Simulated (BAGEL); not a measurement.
**CH6SeSi (SMILES C[Se][SiH3]) at HF/def2-SVP (density fitting with qzvpp-jkfit)**

Aim: the electronic atomisation energy of CH6SeSi at HF/def2-SVP (density fitting with qzvpp-jkfit), from 5 runs. 

The results are computed with BAGEL 1.2.2.

12 further runs of the same task are left out: 12 set aside as unsound or not needed.

## Step 1: Starting point

CH6SeSi: 9 atoms, total charge 0, spin state singlet. As SMILES, `C[Se][SiH3]`. The coordinates come from a PBE0-D4/def2-TZVP relaxation.

Bond lengths: C1–Se2 1.958 Å, Se2–Si3 2.266 Å, C1–H4 1.088 Å, C1–H5 1.088 Å, C1–H6 1.088 Å, Si3–H7 1.484 Å, Si3–H8 1.487 Å, Si3–H9 1.487 Å. Some angles: C1–Se2–Si3 96.6°, Se2–C1–H4 110.3°, Se2–C1–H5 106.4°, Se2–C1–H6 110.3°, Se2–Si3–H7 106.4°, Se2–Si3–H8 111.1°, Se2–Si3–H9 111.1°, H4–C1–H5 109.6°, H4–C1–H6 110.7°, H5–C1–H6 109.5°.

## Step 2: A single-point energy at HF/def2-SVP (density fitting with qzvpp-jkfit)

input.json

```json
{ "bagel" : [

{
  "title" : "molecule",
  "basis" : "svp",
  "df_basis" : "qzvpp-jkfit",
  "angstrom" : true,
  "geometry" : [
    { "atom" : "C", "xyz" : [   -0.668100,    0.984200,   -1.065900 ] },
    { "atom" : "Se", "xyz" : [    1.178300,    0.439400,   -0.707400 ] },
    { "atom" : "Si", "xyz" : [    0.707700,   -0.956900,    1.014600 ] },
    { "atom" : "H", "xyz" : [   -1.267600,    0.121600,   -1.350400 ] },
    { "atom" : "H", "xyz" : [   -0.625200,    1.687600,   -1.895400 ] },
    { "atom" : "H", "xyz" : [   -1.092900,    1.476200,   -0.193100 ] },
    { "atom" : "H", "xyz" : [    2.004900,   -1.515500,    1.468900 ] },
    { "atom" : "H", "xyz" : [   -0.196600,   -2.055300,    0.581100 ] },
    { "atom" : "H", "xyz" : [    0.048100,   -0.227500,    2.130400 ] }
  ]
},
{ "title" : "hf" },
{ "title" : "print", "file" : "orbitals.molden", "orbitals" : true }

]}
```

Started as:

```console
BAGEL_NUM_THREADS=1 BAGEL input.json > input.out
```

What it wrote:

```text
* using 1 threads per process

  ===============================================================
  ===============================================================

  *** Geometry ***

  { "atom" : "C", "xyz" : [     -1.262526,      1.859868,     -2.014259 ] },
  { "atom" : "Se", "xyz" : [      2.226664,      0.830346,     -1.336792 ] },
  { "atom" : "Si", "xyz" : [      1.337359,     -1.808279,      1.917316 ] },
[... 5 lines of this table left out ...]
  { "atom" : "H", "xyz" : [      0.090896,     -0.429913,      4.025873 ] },

  Number of auxiliary basis functions:      577

  Since a DF basis is specified, we compute 2- and 3-index integrals:
    o Being stored without compression. Storage requirement is 0.041 GB

  Number of basis functions:       94
  Number of electrons      :       60

    * METHOD: MOLECULE                             0.59

  *** RHF ***

  === Nuclear Repulsion ===
   254.3932996856

      * DIIS with orbital gradients will be used.

  === RHF iteration (svp) ===
      0      -2729.65903021          0.00952594           0.19
      1      -2729.72268189          0.00408402           0.18
      2      -2729.73265212          0.00116777           0.18
[... 9 lines of this table left out ...]
     12      -2729.73382553          0.00000001           0.18
    * SCF iteration converged.

    * Permanent dipole moment:
           (    0.582303,    -0.005280,    -0.083752) a.u.

    * METHOD: HF                                   2.78

    * METHOD: PRINT                                0.03

  ===============================================================
```

Wall time 3.9 s (1 thread of Arm Neoverse N1, shared host); peak memory 0.16 GiB.

## Step 3: The C atom at the same level

hf.json

```json
{ "bagel" : [

{
  "title" : "molecule",
  "basis" : "svp",
  "df_basis" : "qzvpp-jkfit",
  "angstrom" : true,
  "geometry" : [
    { "atom" : "C", "xyz" : [       0.000000,       0.000000,       0.000000 ] }
  ]
},

{ "title" : "uhf", "nopen" : 2 },

{ "title" : "print", "file" : "orbitals.molden", "orbitals" : true }

]}
```

Run the same way, it converges to -37.64522 Eh (log not shown).

## Step 4: The H atom

calc.json

```json
{ "bagel" : [

{
  "title" : "molecule",
  "basis" : "svp",
  "df_basis" : "qzvpp-jkfit",
  "angstrom" : true,
  "geometry" : [
    { "atom" : "H", "xyz" : [       0.000000,       0.000000,       0.000000 ] }
  ]
},

{ "title" : "uhf", "nopen" : 1 },

{ "title" : "print", "file" : "orbitals.molden", "orbitals" : true }

]}
```

Run the same way, it converges to -0.49928 Eh (log not shown).

## Step 5: The Se atom at the same level

Changes to hf.json since step 3:

```diff
@@ -8,3 +8,3 @@
   "geometry" : [
-    { "atom" : "C", "xyz" : [       0.000000,       0.000000,       0.000000 ] }
+    { "atom" : "Se", "xyz" : [       0.000000,       0.000000,       0.000000 ] }
   ]
```

Run the same way, it converges to -2399.52971 Eh (log not shown).

## Step 6: The Si atom, same level

hf.json

```json
{ "bagel" : [

{
  "title" : "molecule",
  "basis" : "svp",
  "df_basis" : "qzvpp-jkfit",
  "angstrom" : "true",
  "geometry" : [
    { "atom" : "Si", "xyz" : [       0.000000,       0.000000,       0.000000 ] }
  ]
},

{
  "title" : "uhf",
  "nopen" : 2
},

{
  "title" : "print",
  "file" : "orbitals.molden",
  "orbitals" : "true"
}

]}
```

Run the same way, it converges to -288.75313 Eh (log not shown).

## Step 7: Results

Level: HF/def2-SVP (density fitting with qzvpp-jkfit).

```
                     quantity           value
       molecule: total energy  -2729.73383 Eh
      molecule: dipole moment          1.50 D
        molecule: HOMO energy        -9.11 eV
        molecule: LUMO energy         3.60 eV
      molecule: HOMO–LUMO gap        12.71 eV
         C atom: total energy    -37.64522 Eh
        C atom: dipole moment          0.00 D
                 C atom: ⟨S²⟩           2.007
         H atom: total energy     -0.49928 Eh
        H atom: dipole moment          0.00 D
                 H atom: ⟨S²⟩           0.750
        Se atom: total energy  -2399.52971 Eh
       Se atom: dipole moment          0.00 D
                Se atom: ⟨S²⟩           2.007
        Si atom: total energy   -288.75313 Eh
       Si atom: dipole moment          0.00 D
                Si atom: ⟨S²⟩           2.009
electronic atomisation energy       22.044 eV
```

In words: Taking the molecule apart into free atoms costs 22.04 eV (508 kcal/mol), before zero-point energy and without spin-orbit coupling. Hartree–Fock lacks the correlation of the bonding pairs, which as a rule makes this value much too low; in minimal bases other errors can mask that.
